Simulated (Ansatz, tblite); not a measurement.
# The cluster TeAs5−: rung by rung

The task here is to estimate one member of a computed series from the others.

Computed with Ansatz 0.2.0, Gaussian basis. Level: as each input shows.

The runs, in order: GFN1-xTB, GFN2-xTB, PBE-D4/def2-TZVPD, r2SCAN-D4/def2-TZVPD, r2SCAN0-D4/def2-TZVPD, B3LYP-D4/def2-TZVPD, r2SCANh-D4/def2-TZVPD, PBE-D4/def2-SVPD, PBE0-D4/def2-SVPD, MP2/def2-SVPD, RPA/def2-SVPD.

9 further runs of the same task are left out: 2 that didn't finish, 7 set aside as unsound or not needed. Runs told in other sessions of the task aren't counted.

**The geometry**

The geometry is that of the singlet, from an earlier relaxation (r2SCAN-D4/def2-SVPD). At that level it is the lowest of the isomers that a small search found.

6 atoms, charge -1, spin multiplicity 1.

Bond lengths: As1–As3 2.314 Å, As1–As5 2.326 Å, As2–As4 2.331 Å, As2–As5 2.314 Å, As3–As4 2.330 Å, As4–Te6 2.474 Å. Angles: As3–As1–As5 110.5°, As4–As2–As5 101.7°, As1–As3–As4 101.7°, As2–As4–As3 115.6°, As2–As4–Te6 122.2°, As3–As4–Te6 122.2°, As1–As5–As2 110.5°.

Te takes a core potential in the def2 sets. No spin-orbit coupling is included. The ion is computed in the gas phase, without counter-ions or solvent.

PBE0-D4/def2-TZVPD was run before; its log isn't repeated, and its numbers join the tables.

Set-up of the first run:

Tight binding, by tblite at 300 K electronic temperature and without a spin-polarisation term:

```python
tblite.interface.Calculator('GFN1-xTB', numbers, positions, charge=-1, uhf=0).singlepoint()
```

Tight binding, by tblite at 300 K electronic temperature and without a spin-polarisation term:

```python
tblite.interface.Calculator('GFN2-xTB', numbers, positions, charge=-1, uhf=0).singlepoint()
```

start.molden holds the orbitals of an earlier run on this state, given as this run's starting guess.

File in.yaml:

```yaml
crystal:
  periodic: [false, false, false]
  atoms:
    - {symbol: As, position_ang: [-2.533576, -0.104446, -0.289216]}
    - {symbol: As, position_ang: [0.883950, -1.766348, 0.013286]}
    - {symbol: As, position_ang: [-1.062251, 1.663941, -0.036116]}
    - {symbol: As, position_ang: [0.981130, 0.558491, 0.147056]}
    - {symbol: As, position_ang: [-1.385579, -2.127543, -0.260435]}
    - {symbol: Te, position_ang: [3.116336, 1.775906, 0.425425]}
basis:
  gaussian: {orbitals: def2-TZVPD, initial_orbitals: start.molden}
total_charge: -1
hamiltonian: {xc: pbe, dispersion: d4}
scf: {omitted_lower_state_checks: [starts]}
output: {orbitals: {seedname: orbitals}}
```

Command:

```bash
$ ansatz run in.yaml --threads 4 --pin off --events-out ev --progress --plain --max-ram 4787MiB
```

Among the steps run: PBE-D4/def2-TZVPD; r2SCAN-D4/def2-TZVPD; r2SCAN0-D4/def2-TZVPD; B3LYP-D4/def2-TZVPD; r2SCANh-D4/def2-TZVPD; PBE-D4/def2-SVPD; PBE0-D4/def2-SVPD; MP2/def2-SVPD; RPA/def2-SVPD.

One of the session's tables, all rows but one given; the rest of the session is left out.

```
                level  HOMO (eV)  LUMO (eV)  gap (eV)
     PBE-D4/def2-SVPD      -1.12       0.67      1.79
    PBE-D4/def2-TZVPD          ?          ?         ?
 r2SCAN-D4/def2-TZVPD      -1.38       0.55      1.93
r2SCANh-D4/def2-TZVPD      -1.66       0.76      2.42
  B3LYP-D4/def2-TZVPD      -1.74       1.01      2.74
    PBE0-D4/def2-SVPD      -1.89       1.14      3.04
   PBE0-D4/def2-TZVPD      -1.94       1.10      3.03
r2SCAN0-D4/def2-TZVPD      -2.08       1.06      3.14
```

Estimate the missing values for PBE-D4/def2-TZVPD.

As computed: HOMO (eV): -1.17; LUMO (eV): 0.61; gap (eV): 1.78. In the column «HOMO (eV)» it lies between r2SCAN-D4/def2-TZVPD (-1.38) and PBE-D4/def2-SVPD (-1.12).
